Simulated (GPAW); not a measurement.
# Ti3Ag (Pm-3m) in GPAW: a series of runs, part 2 of 2

GPAW 26.7.0. Earlier steps stand in the parts before.

## (3) Relaxation of cell and atoms, PBEsol, target pressure 2 GPa, at which the enthalpy is minimised

run.py reads:

```python
from ase import Atoms
from ase.filters import FrechetCellFilter
from ase.io import write
from ase.optimize import BFGS
from ase.units import GPa
from gpaw import GPAW, PW, setup_paths

setup_paths.insert(0, '.')

atoms = Atoms(['Ag', 'Ti', 'Ti', 'Ti'],
              cell=[[4.098807, 0.0, 0.0],
                    [0.0, 4.098807, 0.0],
                    [0.0, 0.0, 4.098807]],
              scaled_positions=[[0.0, 0.0, 0.0],
                                [0.0, 0.5, 0.5],
                                [0.5, 0.0, 0.5],
                                [0.5, 0.5, 0.0]],
              pbc=True)

calc = GPAW(mode=PW(600),
            xc='PBEsol',
            kpts={'size': (6, 6, 6), 'gamma': True},
            occupations={'name': 'fermi-dirac', 'width': 0.05},
            nbands=48,
            convergence={'density': 1e-05, 'forces': 0.0001},
            maxiter=150,
            txt='gpaw.txt')
atoms.calc = calc
opt = BFGS(FrechetCellFilter(atoms, scalar_pressure=2 * GPa), trajectory='relax.traj', logfile='-')
done = opt.run(fmax=0.02, steps=60)
calc.write('gs.gpw')
write('result.traj', atoms)
print('Converged:', done)
print('Cell:', atoms.cell.cellpar().round(4))
print('Volume:', round(atoms.get_volume(), 4))
print(atoms.get_scaled_positions().round(5))
```

Potentials or basis: PAW data sets generated in the run's folder for this functional, pw.

The run is started by

```bash
$ gpaw-setup -f PBEsol Ag Ti
$ OMP_NUM_THREADS=1 python run.py
```

gpaw.txt:

```text
__  _  _
 | _ |_)|_||  |
 |__||  | ||/\| - 26.7.0

Input parameters:
  mode=PW(ecut=600.0),
  convergence={'density': 1e-05, 'forces': 0.0001},
  kpts=MonkhorstPack(size=(6, 6, 6), gamma=True),
  maxiter=150,
  nbands=48,
  occupations=Occupations(name='fermi-dirac', width=0.05),
  xc=XC(name='PBEsol')

Diagonalizing LCAO Hamiltonian
Converting LCAO to pw mode
    .---------.
   /|         |
  / |         |
 *  |         |
 | Ti         |
 |  .-Ti------.
 | /    Ti   /
 |/         /
 Ag--------*

Atoms  # Å, Bohr magnetons
|   | symbol |        x |        y |        z |    initial magnetic moments |
|---|--------|----------|----------|----------|-----------------------------|
| 0 |     Ag | 0.000000 | 0.000000 | 0.000000 | ( 0.0000,  0.0000,  0.0000) |
| 1 |     Ti | 0.000000 | 2.049403 | 2.049403 | ( 0.0000,  0.0000,  0.0000) |
| 2 |     Ti | 2.049403 | 0.000000 | 2.049403 | ( 0.0000,  0.0000,  0.0000) |
| 3 |     Ti | 2.049403 | 2.049403 | 0.000000 | ( 0.0000,  0.0000,  0.0000) |

Unit cell  # Å
| periodic |        x |        y |        z |  lengths |    angles |
|----------|----------|----------|----------|----------|-----------|
|      yes | 4.098807 | 0.000000 | 0.000000 | 4.098807 | 90.000000 |
|      yes | 0.000000 | 4.098807 | 0.000000 | 4.098807 | 90.000000 |
|      yes | 0.000000 | 0.000000 | 4.098807 | 4.098807 | 90.000000 |

Number of symmetries: 48
Symmetry operations  # r_c * U_cc + t_c -> r_c
|    | kind |            matrix            |
|----|------|------------------------------|
|  0 |  E   |  1, 0, 0,  0, 1, 0,  0, 0, 1 |
|  1 |  σ   |  1, 0, 0,  0, 1, 0,  0, 0,-1 |
|  2 |  σ   |  1, 0, 0,  0, 0, 1,  0, 1, 0 |
|  3 |  C4  |  1, 0, 0,  0, 0, 1,  0,-1, 0 |
|  4 |  C4  |  1, 0, 0,  0, 0,-1,  0, 1, 0 |
|  5 |  σ   |  1, 0, 0,  0, 0,-1,  0,-1, 0 |
|  6 |  σ   |  1, 0, 0,  0,-1, 0,  0, 0, 1 |
|  7 |  C2  |  1, 0, 0,  0,-1, 0,  0, 0,-1 |
|  8 |  σ   |  0, 1, 0,  1, 0, 0,  0, 0, 1 |
[... 232 lines left out ...]
No gap
No difference between direct/indirect transitions

Stress tensor  # eV/Ang^3
|         x |         y |        z |
[... 320 lines left out ...]
|    | kind |            matrix            |
|----|------|------------------------------|
|  0 |  E   |  1, 0, 0,  0, 1, 0,  0, 0, 1 |
|  1 |  σ   |  1, 0, 0,  0, 1, 0,  0, 0,-1 |
|  2 |  σ   |  1, 0, 0,  0, 0, 1,  0, 1, 0 |
|  3 |  C4  |  1, 0, 0,  0, 0, 1,  0,-1, 0 |
|  4 |  C4  |  1, 0, 0,  0, 0,-1,  0, 1, 0 |
|  5 |  σ   |  1, 0, 0,  0, 0,-1,  0,-1, 0 |
|  6 |  σ   |  1, 0, 0,  0,-1, 0,  0, 0, 1 |
|  7 |  C2  |  1, 0, 0,  0,-1, 0,  0, 0,-1 |
|  8 |  σ   |  0, 1, 0,  1, 0, 0,  0, 0, 1 |
[... 231 lines left out ...]
No gap
No difference between direct/indirect transitions

Stress tensor  # eV/Ang^3
|         x |         y |         z |
|-----------|-----------|-----------|
| -0.015938 | -0.000000 |  0.000000 |
| -0.000000 | -0.015938 |  0.000000 |
|  0.000000 |  0.000000 | -0.015938 |

Forces  # eV/Ang
|        x |        y |        z |
|----------|----------|----------|
|  0.00000 | -0.00000 | -0.00000 |  # Ag   0
| -0.00000 |  0.00000 |  0.00000 |  # Ti   1
|  0.00000 |  0.00000 |  0.00000 |  # Ti   2
|  0.00000 |  0.00000 | -0.00000 |  # Ti   3
[... 8 lines left out ...]
Atoms  # Å, Bohr magnetons
|   | symbol |         x |         y |         z |    initial magnetic moments |
|---|--------|-----------|-----------|-----------|-----------------------------|
| 0 |     Ag |  0.000000 |  0.000000 | -0.000000 | ( 0.0000,  0.0000,  0.0000) |
| 1 |     Ti | -0.000000 |  2.006797 |  2.006797 | ( 0.0000,  0.0000,  0.0000) |
| 2 |     Ti |  2.006797 | -0.000000 |  2.006797 | ( 0.0000,  0.0000,  0.0000) |
| 3 |     Ti |  2.006797 |  2.006797 | -0.000000 | ( 0.0000,  0.0000,  0.0000) |

Unit cell  # Å
| periodic |         x |         y |         z |  lengths |    angles |
|----------|-----------|-----------|-----------|----------|-----------|
|      yes |  4.013594 | -0.000000 | -0.000000 | 4.013594 | 90.000000 |
|      yes | -0.000000 |  4.013594 |  0.000000 | 4.013594 | 90.000000 |
|      yes |  0.000000 | -0.000000 |  4.013594 | 4.013594 | 90.000000 |

Number of symmetries: 48
Symmetry operations  # r_c * U_cc + t_c -> r_c
|    | kind |            matrix            |
|----|------|------------------------------|
|  0 |  E   |  1, 0, 0,  0, 1, 0,  0, 0, 1 |
|  1 |  σ   |  1, 0, 0,  0, 1, 0,  0, 0,-1 |
|  2 |  σ   |  1, 0, 0,  0, 0, 1,  0, 1, 0 |
|  3 |  C4  |  1, 0, 0,  0, 0, 1,  0,-1, 0 |
|  4 |  C4  |  1, 0, 0,  0, 0,-1,  0, 1, 0 |
|  5 |  σ   |  1, 0, 0,  0, 0,-1,  0,-1, 0 |
|  6 |  σ   |  1, 0, 0,  0,-1, 0,  0, 0, 1 |
|  7 |  C2  |  1, 0, 0,  0,-1, 0,  0, 0,-1 |
|  8 |  σ   |  0, 1, 0,  1, 0, 0,  0, 0, 1 |
[... 174 lines left out ...]
SCF iterations
|iter     | |      energy | eigst |  dens |force |
|---------|-|-------------|-------|-------|------|
|iter:   1| |  -24.727865 | -2.21 |       |      |
|iter:   2| |  -24.727176 | -4.42 | -2.56 |      |
|iter:   3| |  -24.725366c| -4.06 | -2.62 |      |
|iter:   4| |  -24.725372c| -5.55 | -3.47 |      |
|iter:   5| |  -24.725388c| -6.14 | -3.65 |      |
|iter:   6| |  -24.725403c| -6.11 | -3.83 |      |
|iter:   7| |  -24.725403c| -7.51c| -4.82 |      |
|iter:   8| |  -24.725404c| -7.90c| -5.15c|      |
|iter:   9| |  -24.725404c| -8.10c| -5.99c|-24.61c|

Converged in 9 steps
Energy contributions relative to reference atoms: (reference = -214122.210520)
[... 40 lines left out ...]
No gap
No difference between direct/indirect transitions

Stress tensor  # eV/Ang^3
|         x |         y |         z |
|-----------|-----------|-----------|
| -0.012280 | -0.000000 |  0.000000 |
| -0.000000 | -0.012280 |  0.000000 |
|  0.000000 |  0.000000 | -0.012280 |

Forces  # eV/Ang
|        x |        y |        z |
|----------|----------|----------|
|  0.00000 |  0.00000 |  0.00000 |  # Ag   0
|  0.00000 |  0.00000 | -0.00000 |  # Ti   1
|  0.00000 |  0.00000 | -0.00000 |  # Ti   2
| -0.00000 | -0.00000 |  0.00000 |  # Ti   3

# Writing to gs.gpw (mode='')
```

stdout:

```text
Step          Energy          fmax
BFGS:    0      -23.858423        0.815391
BFGS:    1      -23.882555        0.709514
BFGS:    2      -23.943581        0.055609
BFGS:    3      -23.945452        0.003282
Converged: True
Cell: [ 4.0136  4.0136  4.0136 90.     90.     90.    ]
Volume: 64.6548
[[0.  0.  0. ]
 [0.  0.5 0.5]
 [0.5 0.  0.5]
 [0.5 0.5 0. ]]
```

Wall time 2.7 min (1 thread of Arm Neoverse V2, shared host); peak memory 0.29 GiB.

Results:

```
Free energy                                            : -24.7525 eV
Relaxed volume                                         : 16.16 Å³/atom
Relaxed cell                                           : a = 4.014 Å, b = 4.014 Å, c = 4.014 Å, α = 90.00°, β = 90.00°, γ = 90.00°
Space group after relaxing (to 0.05 Å)                 : Pm-3m (No. 221)
Energy change on relaxing (the enthalpy is what falls) : -9.2 meV/atom
Ionic steps                                            : 4
Pressure after relaxing                                : 2.0 GPa
Band gap on the k mesh                                 : none (metal or under the smearing width)
```

The path:
```
step  energy change (eV)  largest force (eV/Å)  pressure (GPa)  volume (Å³)
   1              0.0000                0.0000           -5.59        68.86
   2             -0.0170                0.0000           -4.66        68.26
   3             -0.0317                0.0000            2.55        64.38
   4             -0.0368                0.0000            1.97        64.65
```

Final structure:
```yaml
crystal:
  lattice:
    - [4.01359, 0.00000, 0.00000]
    - [0.00000, 4.01359, 0.00000]
    - [0.00000, 0.00000, 4.01359]
  atoms:
    - { symbol: Ag, position: [0.00000, 0.00000, 0.00000] }
    - { symbol: Ti, position: [0.00000, 0.50000, 0.50000] }
    - { symbol: Ti, position: [0.50000, 0.00000, 0.50000] }
    - { symbol: Ti, position: [0.50000, 0.50000, 0.00000] }
```

Caveat: later steps reuse the first step's grids.

## (4) Relaxation of cell and atoms, PBEsol, target pressure 5 GPa, at which the enthalpy is minimised

run.py: that of step 3 with these lines changed.

```diff
@@ -28,3 +28,3 @@
 atoms.calc = calc
-opt = BFGS(FrechetCellFilter(atoms, scalar_pressure=2 * GPa), trajectory='relax.traj', logfile='-')
+opt = BFGS(FrechetCellFilter(atoms, scalar_pressure=5 * GPa), trajectory='relax.traj', logfile='-')
 done = opt.run(fmax=0.02, steps=60)
```

The run is started by

```bash
$ gpaw-setup -f PBEsol Ag Ti
$ OMP_NUM_THREADS=1 python run.py
```

It took 2.8 min on 1 thread of Arm Neoverse V2, shared host; peak memory 0.25 GiB.

The run converged. Its results:

```yaml
Free_energy: -24.7179 eV
Relaxed_volume: 15.83 Å³/atom
Relaxed_cell: a = 3.986 Å, b = 3.986 Å, c = 3.986 Å, α = 90.00°, β = 90.00°, γ = 90.00°
Space_group_after_relaxing_to_0.05_Å: Pm-3m (No. 221)
Energy_change_on_relaxing_the_enthalpy_is_what_falls: -0.7 meV/atom
Ionic_steps: 4
Pressure_after_relaxing: 4.9 GPa
Band_gap_on_the_k_mesh: none (metal or under the smearing width)
```

The path:
```
step  energy change (eV)  largest force (eV/Å)  pressure (GPa)  volume (Å³)
   1              0.0000                0.0000           -5.59        68.86
   2             -0.0228                0.0000           -4.28        68.03
   3              0.0149                0.0000            6.04        62.86
   4             -0.0028                0.0000            4.92        63.33
```

Final structure:
```xyz
4
Lattice="3.9860 0.0000 0.0000 0.0000 3.9860 0.0000 0.0000 0.0000 3.9860" Properties=species:S:1:pos:R:3 pbc="T T T"
Ag    0.0000    0.0000    0.0000
Ti    0.0000    1.9930    1.9930
Ti    1.9930    0.0000    1.9930
Ti    1.9930    1.9930    0.0000
```

Levels at points of the mesh, in eV from the Fermi level:
```tsv
k point	band 22	band 23	band 24	band 25	band 26	band 27	band 28	band 29	band 30	band 31
(0.00, 0.00, 0.00)	-3.12	-0.58	-0.58	-0.58	-0.01	-0.01	2.54	2.54	2.54	2.69
(0.50, 0.00, 0.00)	-3.92	-1.87	-0.72	-0.70	-0.70	0.90	0.90	0.95	1.16	1.80
(0.50, 0.50, 0.00)	-2.48	-2.48	-1.16	-0.80	-0.38	-0.15	-0.15	1.17	1.17	1.76
(0.50, 0.50, 0.50)	-1.08	-1.08	-1.08	0.23	0.23	0.23	0.73	0.73	0.73	0.97
```

Caveat: later steps reuse the first step's grids.

## (5) Overview

| cell | target pressure | gap on the mesh (eV) | pressure (GPa) |
| --- | --- | --- | --- |
| relaxed | - | none | 0.0 |
| relaxed to 2 GPa | 2 GPa | none | 2.0 |
| relaxed to 5 GPa | 5 GPa | none | 4.9 |

Alike in all rows: task relaxation of cell and atoms; level PBEsol; potentials or basis PAW data sets generated in the run's folder for this functional, pw; no spin polarisation; k mesh 6 × 6 × 6; cutoff (eV) 600; smearing fermi-dirac 0.05 eV.

Caveats: later steps reuse the first step's grids.

Total energies depend on the potentials used, so only differences within one code and one set of settings carry meaning.
